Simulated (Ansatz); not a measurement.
# HPbNO4: band structure with revPBE

HPbNO4:

```
CELL_PARAMETERS angstrom
4.27531 -0.00040 0.00636
-2.08399 5.20775 -0.04907
-2.12377 -1.86574 4.91491
ATOMIC_POSITIONS crystal
H 0.99073 0.03330 0.90994
Pb 0.50274 0.81989 0.14287
N 0.00838 0.47408 0.50265
O 0.99816 0.92741 0.02877
O 0.19467 0.73435 0.60852
O 0.81673 0.35882 0.24556
O 0.01381 0.33121 0.65217
```

The cell was built by a generator and needn't be a form met in nature.

| Quantity | Value |
| --- | --- |
| Program | Ansatz 0.2.0 |
| Task | band structure |
| Functional | revPBE |
| Potentials or basis | all-electron LAPW, scalar-relativistic |
| Cutoff | 740 eV (chosen from the basis error) |
| Basis error allowed | 0.002 eV/atom |
| k mesh | 6 × 4 × 4 |
| Occupations | fermi-dirac, width 0.05 eV |
| Spin | no spin polarisation |

* Pressure: 1.8 GPa
* Largest force: 0.155 eV/Å
* Band gap on the k mesh: 2.91 eV, indirect (least direct gap 3.21 eV)
* Band gap along the path: 3.63 eV, indirect (least direct gap 3.77 eV)

Forces on the atoms (eV/Å):
```
H    0.000 -0.100  0.077
Pb  -0.001 -0.067  0.051
N   -0.002  0.000 -0.004
O    0.000  0.123 -0.092
O    0.005  0.148  0.024
O   -0.003  0.025 -0.143
O    0.001 -0.128  0.087
```

Stress tensor (GPa, compression positive):
```
1.55 0.00 0.02
0.00 1.81 0.08
0.02 0.08 1.90
```

Levels at the corners of the path, in eV from the valence-band top:
```tsv
point	band 44	band 45	band 46	band 47	band 48	band 49	band 50	band 51
X	-1.18	-1.10	-0.57	-0.40	3.63	4.60	5.34	7.97
Γ	-1.65	-1.63	-0.56	0.00	3.77	5.01	5.72	6.57
Y	-1.18	-1.11	-0.55	-0.41	3.64	4.50	5.46	7.87
```

Wall time 76 s on 8 threads of Intel(R) Xeon(R) Platinum 8488C (Sapphire Rapids), on a shared host, peak memory 2.5 GiB.

Caveat: spin-orbit coupling is left out, which as a rule narrows the gap of such compounds by several tenths of an eV. As with any semilocal functional, this revPBE gap is likely too small.
